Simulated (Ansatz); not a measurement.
# GeNH5 (triplet): the correlation ladder at distance Ge1–H5 along a hydrogen transfer = 2.247 Å, cc-pVDZ

Aim: climb from Hartree-Fock through coupled cluster and multireference methods for GeNH5 (triplet) at one geometry and basis, and see what each rung misses.

Method: cc-pVDZ, core rule «outside noble gas», up to 15 orbitals frozen; program: Ansatz 0.2.0, Gaussian basis.

To be run: UHF; CCSD(T) on ROHF; CCSD(T) on UHF; BCCD(T) on ROHF; CISD; CCSDT(Q) on ROHF; CCSDT(Q) on UHF; CASSCF and MRCISD+Q, 4 electrons in 4 orbitals; CASSCF and NEVPT2, 4 electrons in 4 orbitals.

## 1. What is computed

The geometry derives from fragments relaxed apart (PBE0/def2-TZVP) and kept rigid, so it is no stationary point. A hydrogen atom is moved between rigid fragments. No spin-orbit coupling is included. The filled d shell of Ge may be among the frozen orbitals whatever the setting's name suggests; the logs give the count.

7 atoms, charge 0, spin multiplicity 3.

Atoms are counted from 1 here; the program's logs count them from 0.

Bond lengths: Ge1–H2 1.534 Å, Ge1–H3 1.534 Å, Ge1–H4 1.534 Å, H5–N6 1.040 Å, N6–H7 1.040 Å. Angles: H2–Ge1–H3 109.5°, H2–Ge1–H4 109.5°, H3–Ge1–H4 109.5°, H5–N6–H7 105.0°.

## 2. UHF

in.yaml

```yaml
crystal:
  periodic: [false, false, false]
  atoms:
    - {symbol: Ge, position_ang: [-0.549074, 0.011040, 0.000000]}
    - {symbol: H, position_ang: [-1.060524, 1.457639, 0.000001]}
    - {symbol: H, position_ang: [-1.060524, -0.712260, 1.252791]}
    - {symbol: H, position_ang: [-1.060524, -0.712259, -1.252792]}
    - {symbol: H, position_ang: [1.697926, 0.011040, 0.000000]}
    - {symbol: N, position_ang: [2.737926, 0.011040, 0.000000]}
    - {symbol: H, position_ang: [3.007007, -0.993187, -0.000001]}
basis:
  gaussian: {orbitals: cc-pVDZ}
magnetization: {spin_polarized: true, initial_magnetization: 2}
hamiltonian: {xc: hf}
output: {orbitals: {seedname: orbitals}}
```

Launch:

```bash
$ ansatz run in.yaml --threads 1 --pin off --events-out ev --progress --plain --max-ram 2816MiB --backend cpu
```

The runs that follow: CCSD(T) on ROHF; CCSD(T) on UHF; BCCD(T) on ROHF; CISD; CCSDT(Q) on ROHF; CCSDT(Q) on UHF; CASSCF and MRCISD+Q, 4 electrons in 4 orbitals; CASSCF and NEVPT2, 4 electrons in 4 orbitals.

**Question.** What will the summary of the whole plan be? Wanted: UCCSDT(Q) below the RHF energy; RMP2 from UCCSDT(Q); UMP2 from UCCSDT(Q); RCCSD from UCCSDT(Q); RCCSD(T) from UCCSDT(Q); UCCSD(T) from UCCSDT(Q); RCCSDT(Q) from UCCSDT(Q); NEVPT2 pair from UCCSDT(Q); MRCISD+Q pair from UCCSDT(Q).

**Answer**, as computed:

```
                         quantity                                                   value
   UCCSDT(Q) below the RHF energy                                              -8.1028 eV
              RMP2 from UCCSDT(Q)                                             +1402.2 meV
              UMP2 from UCCSDT(Q)                                             +1399.7 meV
             RCCSD from UCCSDT(Q)                                              +186.7 meV
          RCCSD(T) from UCCSDT(Q)                                               +39.2 meV
          UCCSD(T) from UCCSDT(Q)                                               +35.1 meV
         RCCSDT(Q) from UCCSDT(Q)                                                +4.5 meV
       NEVPT2 pair from UCCSDT(Q)                                             +1391.9 meV
     MRCISD+Q pair from UCCSDT(Q)                                               +83.3 meV
levels within 1 kcal/mol (43 meV)  RCCSD(T), UCCSD(T), BCCD(T), RCCSDT, UCCSDT, RCCSDT(Q)
                    T1 diagnostic                                                   0.017
```

**Reading.** RCCSD(T) misses by +39.2 meV, 0.5 % of the correlation energy. Of the multireference levels listed MRCISD+Q pair comes nearest in total energy (+83.3 meV), which doesn't show that its space is the better one. These misses are within one basis, not against nature; the frozen cores of restricted and unrestricted runs differ, which can shift their rows.
